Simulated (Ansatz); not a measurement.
# CH7BGe (SMILES C[BH][GeH3]) at B3LYP/6-31G(d) (Cartesian functions)

What is the energy change on altering one bond length of CH7BGe at B3LYP/6-31G* (Cartesian functions)? 

The results are computed with Ansatz 0.2.0.

69 further runs of the same task are left out: 69 set aside as unsound or not needed.

## Step 1: The structure to begin with

CH7BGe: 10 atoms, total charge 0, spin state singlet. As SMILES, `C[BH][GeH3]`. Geometry: relaxed at PBE0-D4/def2-TZVP.

Bond lengths: C1–B2 1.548 Å, B2–Ge3 2.066 Å, C1–H4 1.093 Å, C1–H5 1.106 Å, C1–H6 1.091 Å, B2–H7 1.200 Å, Ge3–H8 1.544 Å, Ge3–H9 1.542 Å, Ge3–H10 1.542 Å. Some angles: C1–B2–Ge3 123.5°, C1–B2–H7 119.3°, Ge3–B2–H7 117.1°, B2–C1–H4 114.7°, B2–C1–H5 102.9°, B2–C1–H6 116.2°, B2–Ge3–H8 109.4°, B2–Ge3–H9 113.8°, B2–Ge3–H10 112.1°, H4–C1–H5 105.3°.

## Step 2: The energy at B3LYP/6-31G(d) (Cartesian functions)

Input file run.yaml:

```yaml
crystal:
  periodic: [false, false, false]
  atoms:
    - symbol: C
      position_ang: [-1.211300, 0.848000, -0.579700]
    - symbol: B
      position_ang: [-0.013900, -0.123000, -0.719700]
    - symbol: Ge
      position_ang: [1.111300, -0.784600, 0.881600]
    - symbol: H
      position_ang: [-1.972600, 0.748500, -1.357000]
    - symbol: H
      position_ang: [-0.747300, 1.837300, -0.749600]
    - symbol: H
      position_ang: [-1.677100, 0.898700, 0.405800]
    - symbol: H
      position_ang: [0.326000, -0.481700, -1.813000]
    - symbol: H
      position_ang: [0.918400, -2.307400, 1.048300]
    - symbol: H
      position_ang: [0.729200, -0.128900, 2.224000]
    - symbol: H
      position_ang: [2.620500, -0.558300, 0.662100]
basis:
  gaussian:
    orbitals: "6-31G*"
hamiltonian:
  xc: {name: B3LYP}
accuracy: high
output:
  orbitals: {seedname: orbitals}
```

Run with:

```console
$ ansatz run run.yaml --threads 1 --pin off --max-ram 3480MiB --events-out events.jsonl --progress --plain --runs-dir runs
```

Standard output:

```text
Warning: RAYON_NUM_THREADS=1 ignored (pool sized by the plan → 1); use --threads N
Functional definition: B3LYP
  name "B3LYP"
  parameter a0 = 0.2
  parameter ax = 0.72
  parameter ac = 0.81
  exchange = (1 - a0 - ax)*slater_x + ax*b88_x + a0*exact_x
  correlation = (1 - ac)*vwn_rpa_c + ac*lyp_c
1753 factors; integrals over basis functions are off by at most 4.7e-9 eV
mean field evaluation 1: about -58334.8834 eV, gradient 4.1e1 eV
mean field evaluation 2: about -58333.8541 eV, gradient 4.4e1 eV
mean field evaluation 4: about -58338.6799 eV, gradient 8.5e-1 eV
mean field evaluation 8: about -58338.8010 eV, gradient 1.0e-1 eV
mean field evaluation 16: about -58338.8010 eV, gradient 7.6e-6 eV
mean field -58338.80101429 eV, -2143.9113938155 hartree, gradient 8.1e-8 eV, S^2 0.000000; 0 other end points of the search recorded, 0 dependent functions left out
reference -58338.80105691 eV, -2143.9113953820 hartree; 25, 25 occupied and 54, 54 virtual orbitals, 1753 factors
Total energy: -58338.80105691 eV, -2143.9113953820 hartree
```

Run time: 7.2 s. Hardware: 1 thread of Arm Neoverse V2, shared host; peak memory 0.26 GiB.

## Step 3: The distorted shape, same level

Input file molecule.yaml:

```yaml
crystal:
  periodic: [false, false, false]
  atoms:
    - {symbol: C, position_ang: [-0.830671, 0.897747, -0.191072]}
    - {symbol: B, position_ang: [0.366729, -0.073253, -0.331072]}
    - {symbol: Ge, position_ang: [1.491929, -0.734853, 1.270228]}
    - {symbol: H, position_ang: [-1.972600, 0.748500, -1.357000]}
    - {symbol: H, position_ang: [-0.366671, 1.887047, -0.360972]}
    - {symbol: H, position_ang: [-1.296471, 0.948447, 0.794428]}
    - {symbol: H, position_ang: [0.706629, -0.431953, -1.424372]}
    - {symbol: H, position_ang: [1.299029, -2.257653, 1.436928]}
    - {symbol: H, position_ang: [1.109829, -0.079153, 2.612628]}
    - {symbol: H, position_ang: [3.001129, -0.508553, 1.050728]}
basis:
  gaussian: {orbitals: "6-31G*"}
total_charge: 0
hamiltonian: {xc: {name: B3LYP}}
accuracy: high
output: {orbitals: {seedname: orbitals}}
```

Run with:

```console
$ ansatz run molecule.yaml --threads 1 --pin off --max-ram 3480MiB --events-out events.jsonl --progress --plain --runs-dir runs
```

Standard output, shortened:

```text
Warning: RAYON_NUM_THREADS=1 ignored (pool sized by the plan → 1); use --threads N
[... 7 set-up lines as earlier in the session ...]
1753 factors; integrals over basis functions are off by at most 4.7e-9 eV
mean field evaluation 1: about -58332.6546 eV, gradient 4.0e1 eV
mean field evaluation 2: about -58328.9556 eV, gradient 5.1e1 eV
mean field evaluation 4: about -58336.7185 eV, gradient 1.1e0 eV
mean field evaluation 8: about -58336.8303 eV, gradient 1.5e-1 eV
mean field evaluation 16: about -58336.8304 eV, gradient 1.3e-5 eV
mean field -58336.83035217 eV, -2143.8389733184 hartree, gradient 4.4e-8 eV, S^2 0.000000; 0 other end points of the search recorded, 0 dependent functions left out
reference -58336.83039721 eV, -2143.8389749736 hartree; 25, 25 occupied and 54, 54 virtual orbitals, 1753 factors
Total energy: -58336.83039721 eV, -2143.8389749736 hartree
```

Wall time 7.2 s (1 thread of Arm Neoverse V2, shared host); peak memory 0.26 GiB.

## Step 4: Results

Level: B3LYP/6-31G* (Cartesian functions).

```
                                                         quantity           value
                                        first shape: total energy  -2143.91140 Eh
                                         first shape: HOMO energy        -7.50 eV
                                         first shape: LUMO energy        -1.65 eV
                                       first shape: HOMO–LUMO gap         5.85 eV
                                    distorted shape: total energy  -2143.83897 Eh
                                     distorted shape: HOMO energy        -7.42 eV
                                     distorted shape: LUMO energy        -1.93 eV
                                   distorted shape: HOMO–LUMO gap         5.49 eV
energy change with the C1–H4 bond stretched from 1.093 to 1.639 Å        1.971 eV
```

**Reading.** With the C1–H4 bond stretched from 1.093 to 1.639 Å the energy rises by 1.97 eV (45 kcal/mol). The first shape isn't relaxed at this level, so the change isn't measured from a minimum.
